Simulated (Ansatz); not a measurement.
Working through the spin response to a magnetic field of SrCd, space group Pm-3m

Computed with Ansatz 0.2.0, Python API.

The cells in order, each with its output:

In [1]:
```python
import warnings

import ansatz as az
import numpy as np
```

In [2]:
```python
SMEARING = "fermi_dirac"
WIDTH_EV = 0.1
FUNCTIONAL = "LDA"

warnings.simplefilter("ignore", az.DeckWarning)
```

In [3]:
```python
lattice = az.Lattice.of(
    (4.003, 0.0, 0.0),
    (0.0, 4.003, 0.0),
    (0.0, 0.0, 4.003),
)
sites = [
    ("Sr", (0.5, 0.5, 0.5)),
    ("Cd", (0.0, 0.0, 0.0)),
]
system = az.Crystal(lattice=lattice)
for symbol, position in sites:
    system = system.atom(symbol, position)
```

In [4]:
```python
base = (
    system.calculation()
    .kpoints(8)
    .basis(41 * az.Ry)
    .occupations(SMEARING, width=WIDTH_EV)
    .functional(FUNCTIONAL)
    .spin("collinear")
)
# the field acts on the spins alone; such large fields lift the response over the noise
rows = []
for tesla in [-200, 0, 200]:
    rep = (base.magnetic_field(tesla) if tesla else base).run(threads=1).report
    rows.append((tesla, rep["magnetization_mub"], rep["free_energy_ev"], rep["components"].get("e_zeeman", 0.0)))
print("         B (T)      moment muB            F eV  Zeeman term eV")
for row in rows:
    print(f"{str(row[0]):>14s}  {row[1]:14.4f}  {row[2]:14.5f}  {row[3]:14.5f}")
slope = np.polyfit([row[0] for row in rows], [row[1] for row in rows], 1)[0]
print(f"dM/dB = {1000 * slope:.4f} muB per 1000 T per cell")
```
```text
RunWarning: this spin-polarised run has no starting moment large enough to seed its density, so its SCF can try parallel moments of its own, which can die out, and starts no order whose moments cancel. Behind that start scf.lower_state_search: light tries no other order and makes no probe for moments, and off searches [...]
         B (T)      moment muB            F eV  Zeeman term eV
          -200         -0.0295    -11562.87384        -0.00034
             0          0.0000    -11562.87366         0.00000
           200          0.0295    -11562.87384        -0.00034
dM/dB = 0.1475 muB per 1000 T per cell
```

What to keep in mind:
- Total energies depend on the potentials; only differences at equal settings carry meaning. A total without «per atom» is that of the cell as typed.
- The starting cell is as deposited in a crystallographic database; the results hold for this polymorph, which needn't be the stable one.
- Warnings are shown shortened and without file and line.
- Orbital magnetism is left out. The response of a metal hangs strongly on mesh and smearing, and a straight-line fit holds only where the moment is linear in the field.
- The script silences the warnings on its input, which a real study should read.
- It ran for 25 s on 1 thread of Arm Neoverse V2 (shared host), peak memory 0.46 GiB.
